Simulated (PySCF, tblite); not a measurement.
# C4H4F3O3−: dynamics, then NMR shifts on frames, part 1 of 2

Aim: move C4H4F3O3− (`C[C@H](OC(F)(F)F)C(=O)[O-]`) away from its starting geometry and see how NMR shifts follow the geometry.

Programs: tblite 0.8.0 and PySCF 2.14.0, with density-fitted response routines of our own. Each step states its level of theory. These are calculated values for one molecule in the gas phase, unless marked as measured. Atoms are numbered from 0 throughout.

### 1 Starting geometry

14 atoms, charge -1, multiplicity 1; geometry from: GFN2-xTB.

Bonds of the start (Å): C0–C1 1.52, C1–O2 1.47, O2–C3 1.28, C3–F4 1.35, C3–F5 1.39, C3–F6 1.34, C1–C7 1.63, C7–O8 1.22, C7–O9 1.23, C0–H10 1.09, C0–H11 1.09, C0–H12 1.09, C1–H13 1.10.

### 2 A short Langevin run with GFN2-xTB

Job settings and geometry (Å):

```
{"job": {"kind": "md", "xc": "GFN2-xTB", "basis": "xTB", "temperature": 300, "steps": 2000, "every": 50, "frames": 5}, "charge": -1, "multiplicity": 1}
C     -0.910716     1.520734    -0.118305
C     -0.279371     0.193776     0.250235
O      0.706426    -0.124686    -0.796130
C      1.746966    -0.767856    -0.408678
F      2.481435    -1.168530    -1.463291
F      2.631315     0.002015     0.329868
F      1.582261    -1.852437     0.362660
C     -1.422575    -0.964365     0.375880
O     -1.339069    -1.879851    -0.430163
O     -2.214501    -0.726320     1.286031
H     -0.192415     2.341164    -0.074280
H     -1.315135     1.454115    -1.125434
H     -1.722427     1.704232     0.580850
H      0.247129     0.267537     1.208591
```

Level: GFN2-xTB Langevin dynamics, gas phase.

Run with:

```
$ OMP_NUM_THREADS=1 python probes_run.py task.json out
```

This one command runs all jobs of the session in turn.

Standard output:

```text
t/fs     T/K      E/eV
    0.0   232.4  -1014.48647
   25.0   217.4  -1014.28948
   50.0   284.0  -1014.24291
   75.0   269.8  -1014.29780
  100.0   289.6  -1014.12140
  125.0   348.0  -1014.08892
  150.0   296.5  -1013.84547
  175.0   286.1  -1013.72803
  200.0   396.0  -1013.97233
  225.0   442.2  -1013.95391
  250.0   386.2  -1013.91655
  275.0   444.8  -1013.94524
  300.0   313.5  -1013.73109
  325.0   397.0  -1013.93571
  350.0   324.6  -1013.83151
  375.0   285.7  -1013.93834
  400.0   348.2  -1013.91615
  425.0   262.1  -1013.85221
  450.0   289.8  -1013.86008
  475.0   325.8  -1013.85899
  500.0   306.6  -1013.94824
  525.0   345.0  -1013.99380
  550.0   323.9  -1014.01213
  575.0   260.4  -1013.91910
  600.0   327.3  -1013.93595
  625.0   272.0  -1013.96335
  650.0   349.9  -1013.97414
  675.0   235.6  -1013.83260
  700.0   401.6  -1013.98793
  725.0   290.4  -1013.73661
  750.0   468.5  -1013.92803
  775.0   452.5  -1013.92394
  800.0   407.8  -1013.64226
  825.0   423.4  -1013.71891
  850.0   354.4  -1013.85502
  875.0   371.2  -1013.97463
  900.0   383.4  -1013.99074
  925.0   284.1  -1013.79776
  950.0   397.8  -1014.04361
  975.0   327.0  -1013.88892
 1000.0   368.5  -1013.98591
```

It took 19 s on 1 thread of Arm Neoverse N1, shared host.

Distance from the start (root mean square after alignment): 0 fs 0.00 Å, 200 fs 0.53 Å, 400 fs 0.73 Å, 600 fs 0.84 Å, 800 fs 1.04 Å, 1000 fs 0.92 Å.

Positions (Å) and forces (eV/Å) at 1000 fs:

```xyz
14

C    -1.332   -0.009   -0.986   -0.477    0.078    0.565
C    -0.361   -0.135    0.167    1.905    0.898    1.012
O     0.765   -1.051   -0.321   -1.160    0.765   -0.273
C     1.862   -1.066    0.341   -0.629    0.544    1.034
F     2.871   -1.455   -0.445    0.493   -0.252   -0.186
F     2.260    0.149    0.844    0.154   -0.595   -0.150
F     1.845   -1.919    1.387    0.584    0.049   -0.071
C    -0.996   -0.575    1.597   -1.233   -0.521    0.299
O    -2.225   -0.717    1.549    0.156    0.025   -0.143
O    -0.258   -0.642    2.573    0.376    0.150   -0.567
H    -1.331    1.014   -1.469   -0.137   -1.211    0.584
H    -0.981   -0.780   -1.682   -0.564    0.369   -0.076
H    -2.349   -0.289   -0.520    1.299    0.526   -0.896
H     0.180    0.811    0.547   -0.766   -0.824   -1.131
```

### 3 NMR shieldings: 250 fs, PBE0/pcSseg-1

Job settings and geometry (Å):

```
{"job": {"kind": "nmr", "xc": "PBE0", "basis": "pcSseg-1", "pop": false}, "charge": -1, "multiplicity": 1}
C     -0.990600     1.061300    -0.699500
C     -0.344500     0.008000     0.180800
O      0.651600    -0.546100    -0.714900
C      1.599100    -1.225600    -0.195800
F      2.533000    -1.409300    -1.184400
F      2.414900    -0.526200     0.679200
F      1.313300    -2.369600     0.355400
C     -1.576600    -0.997000     0.807900
O     -2.331100    -1.301500    -0.068100
O     -1.466100    -1.198900     1.990000
H     -0.319100     1.555100    -1.433200
H     -1.817100     0.507800    -1.253900
H     -1.402800     1.740400     0.032400
H      0.079700     0.357600     1.069600
```

Level: GIAO PBE0/pcSseg-1 NMR shielding, non-relativistic, gas phase.

Standard output:

```text
coarse grid: 13344 points
cycle   1  E = -678.8713877416  dE =  1.897e+00  |g| = 1.432e+00  |ddm| = 3.349e+00
cycle   2  E = -678.4335408837  dE =  4.378e-01  |g| = 2.184e+00  |ddm| = 2.758e+00
cycle   3  E = -679.2227015215  dE = -7.892e-01  |g| = 1.527e-01  |ddm| = 1.865e+00
cycle   4  E = -679.2266425473  dE = -3.941e-03  |g| = 8.090e-02  |ddm| = 1.792e-01
cycle   5  E = -679.2278819508  dE = -1.239e-03  |g| = 1.667e-02  |ddm| = 6.359e-02
cycle   6  E = -679.2279279959  dE = -4.605e-05  |g| = 5.935e-03  |ddm| = 1.769e-02
cycle   7  E = -679.2279332127  dE = -5.217e-06  |g| = 2.662e-03  |ddm| = 5.952e-03
final grid: 134760 points
cycle   8  E = -679.3372824120  dE = -2.917e-05  |g| = 1.519e-02  |ddm| = 2.261e-02
cycle   9  E = -679.3372174002  dE =  6.501e-05  |g| = 2.442e-02  |ddm| = 2.603e-02
cycle  10  E = -679.3373216697  dE = -1.043e-04  |g| = 2.490e-03  |ddm| = 1.708e-02
cycle  11  E = -679.3373227363  dE = -1.067e-06  |g| = 4.840e-04  |ddm| = 1.901e-03
cycle  12  E = -679.3373227715  dE = -3.527e-08  |g| = 2.173e-04  |ddm| = 4.883e-04
cycle  13  E = -679.3373227802  dE = -8.685e-09  |g| = 3.657e-05  |ddm| = 1.465e-04
cycle  14  E = -679.3373227804  dE = -2.151e-10  |g| = 1.030e-05  |ddm| = 3.293e-05
converged SCF energy = -679.3373227804

GIAO shielding tensors (ppm)
atom      isotropic    diamagn.    paramagn.     s11        s22        s33       span
  0 C      159.750     249.483     -89.733    133.041    164.889    181.320     48.279
  1 C       98.378     249.424    -151.046     81.067     98.545    115.521     34.454
  2 O      205.399     401.604    -196.206    177.827    183.189    255.180     77.352
  3 C       57.934     237.466    -179.532     41.243     48.710     83.849     42.606
  4 F      226.067     472.012    -245.945    133.086    169.766    375.349    242.262
  5 F      236.570     475.891    -239.321    132.440    194.202    383.068    250.628
  6 F      258.464     471.126    -212.662    182.136    250.987    342.267    160.131
  7 C       30.206     247.687    -217.481    -63.183     47.327    106.473    169.657
  8 O       63.693     405.451    -341.758   -119.061     25.082    285.059    404.120
  9 O       36.996     406.119    -369.122   -129.175     30.535    209.630    338.805
 10 H       30.399      30.879      -0.480     26.612     29.081     35.503      8.891
 11 H       27.750      29.723      -1.973     24.154     27.220     31.876      7.722
 12 H       30.757      31.133      -0.376     26.826     28.602     36.844     10.018
 13 H       28.888      36.383      -7.495     26.035     27.804     32.826      6.791
```

Wall time 53 s (1 thread of Arm Neoverse N1, shared host); peak memory 0.83 GiB.

The references, computed at this level on geometries of the same kind, shield at (ppm): 1H TMS 31.72, 13C TMS 186.9, 19F CFCl3 170.9, 17O H2O 336.1. Their shielding less the atom's gives the shift. The references are single molecules in the gas phase, so shifts against H2O, NH3, PH3, H3PO4 or CFCl3 are not on the usual liquid scales and can be off by tens of ppm. Each atom is listed at this fixed geometry, with no averaging over motion; a spectrum would average atoms that exchange fast.

| atoms | environment | σ (ppm) | δ (ppm) |
| --- | --- | --- | --- |
| C7 | carboxylate carbon | 30.2 | 156.7 |
| C3 | CF3 carbon | 57.9 | 129.0 |
| C1 | sp3 CH bonded to O, α to a carbonyl | 98.4 | 88.5 |
| C0 | methyl carbon | 159.8 | 27.2 |
| H11 | hydrogen on a methyl carbon | 27.75 | 3.97 |
| H13 | hydrogen on an sp3 CH bonded to O, α to a carbonyl | 28.89 | 2.83 |
| H10 | hydrogen on a methyl carbon | 30.40 | 1.32 |
| H12 | hydrogen on a methyl carbon | 30.76 | 0.96 |
| O9 | carboxylate oxygen | 37.0 | 299.1 |
| O8 | carboxylate oxygen | 63.7 | 272.4 |
| O2 | ether oxygen | 205.4 | 130.7 |
| F4 | fluorine of an OCF3 group | 226.1 | -55.1 |
| F5 | fluorine of an OCF3 group | 236.6 | -65.6 |
| F6 | fluorine of an OCF3 group | 258.5 | -87.5 |

### 4 NMR shieldings: 425 fs, PBE0/pcSseg-1

Job settings and geometry (Å):

```
{"job": {"kind": "nmr", "xc": "PBE0", "basis": "pcSseg-1", "pop": false}, "charge": -1, "multiplicity": 1}
C     -0.928900     0.713400    -1.410300
C     -0.282200     0.009400    -0.144200
O      0.693100    -0.861500    -0.633700
C      1.733400    -1.292300     0.152200
F      2.655200    -1.760100    -0.778900
F      2.460300    -0.439100     0.873200
F      1.400700    -2.277600     0.995800
C     -1.375700    -0.876800     0.797800
O     -2.454300    -0.958500     0.210800
O     -0.890300    -1.164700     1.883700
H     -0.149800     1.072200    -2.102200
H     -1.682800     0.090700    -1.842000
H     -1.483700     1.581100    -1.018600
H      0.178600     0.830900     0.442900
```

With the program's defaults for keys left out, this is: GIAO PBE0/pcSseg-1 NMR shielding, non-relativistic, gas phase.

Standard output:

```text
coarse grid: 13344 points
cycle   1  E = -678.8514688826  dE =  1.633e+00  |g| = 1.459e+00  |ddm| = 3.330e+00
cycle   2  E = -678.3194633304  dE =  5.320e-01  |g| = 2.318e+00  |ddm| = 2.957e+00
cycle   3  E = -679.2260286707  dE = -9.066e-01  |g| = 1.541e-01  |ddm| = 2.044e+00
cycle   4  E = -679.2289127492  dE = -2.884e-03  |g| = 1.110e-01  |ddm| = 1.918e-01
cycle   5  E = -679.2310082008  dE = -2.095e-03  |g| = 3.469e-02  |ddm| = 8.945e-02
cycle   6  E = -679.2312143375  dE = -2.061e-04  |g| = 1.140e-02  |ddm| = 3.254e-02
cycle   7  E = -679.2312375429  dE = -2.321e-05  |g| = 2.855e-03  |ddm| = 9.787e-03
cycle   8  E = -679.2312389439  dE = -1.401e-06  |g| = 5.436e-04  |ddm| = 2.684e-03
final grid: 134760 points
cycle   9  E = -679.3418638998  dE = -3.258e-05  |g| = 1.455e-02  |ddm| = 2.147e-02
cycle  10  E = -679.3418159491  dE =  4.795e-05  |g| = 2.213e-02  |ddm| = 2.256e-02
cycle  11  E = -679.3419002585  dE = -8.431e-05  |g| = 1.248e-03  |ddm| = 1.404e-02
cycle  12  E = -679.3419005371  dE = -2.786e-07  |g| = 3.328e-04  |ddm| = 8.763e-04
cycle  13  E = -679.3419005513  dE = -1.417e-08  |g| = 1.712e-04  |ddm| = 2.966e-04
cycle  14  E = -679.3419005564  dE = -5.144e-09  |g| = 5.164e-05  |ddm| = 1.577e-04
cycle  15  E = -679.3419005568  dE = -4.306e-10  |g| = 1.625e-05  |ddm| = 4.555e-05
converged SCF energy = -679.3419005568

GIAO shielding tensors (ppm)
atom      isotropic    diamagn.    paramagn.     s11        s22        s33       span
  0 C      160.638     249.129     -88.491    139.823    159.068    183.023     43.200
  1 C      102.678     249.118    -146.441     79.524    107.229    121.280     41.756
  2 O      193.276     400.423    -207.148    146.810    158.208    274.809    127.999
  3 C       49.298     235.945    -186.648     37.630     43.253     67.010     29.379
  4 F      215.945     471.329    -255.384    131.244    143.967    372.624    241.380
  5 F      255.824     473.315    -217.490    174.295    241.136    352.043    177.748
  6 F      221.249     471.800    -250.551    146.035    190.799    326.914    180.879
  7 C       24.309     247.628    -223.319    -74.726     49.174     98.481    173.207
  8 O       25.651     404.829    -379.178   -175.558      7.883    244.629    420.187
  9 O       30.349     406.765    -376.415   -149.447     11.815    228.681    378.128
 10 H       30.724      30.985      -0.261     26.895     29.390     35.887      8.992
 11 H       29.869      31.744      -1.875     26.783     28.770     34.054      7.271
 12 H       30.796      31.385      -0.589     27.587     28.220     36.581      8.995
 13 H       27.827      34.606      -6.779     23.823     28.341     31.317      7.494
```

Wall time 53 s (1 thread of Arm Neoverse N1, shared host); peak memory 0.94 GiB.

This run: δ C7 162.6, C3 137.6, C1 84.2, C0 26.3, H13 3.89, H11 1.85 ppm.

(Continued in part 2 of 2.)
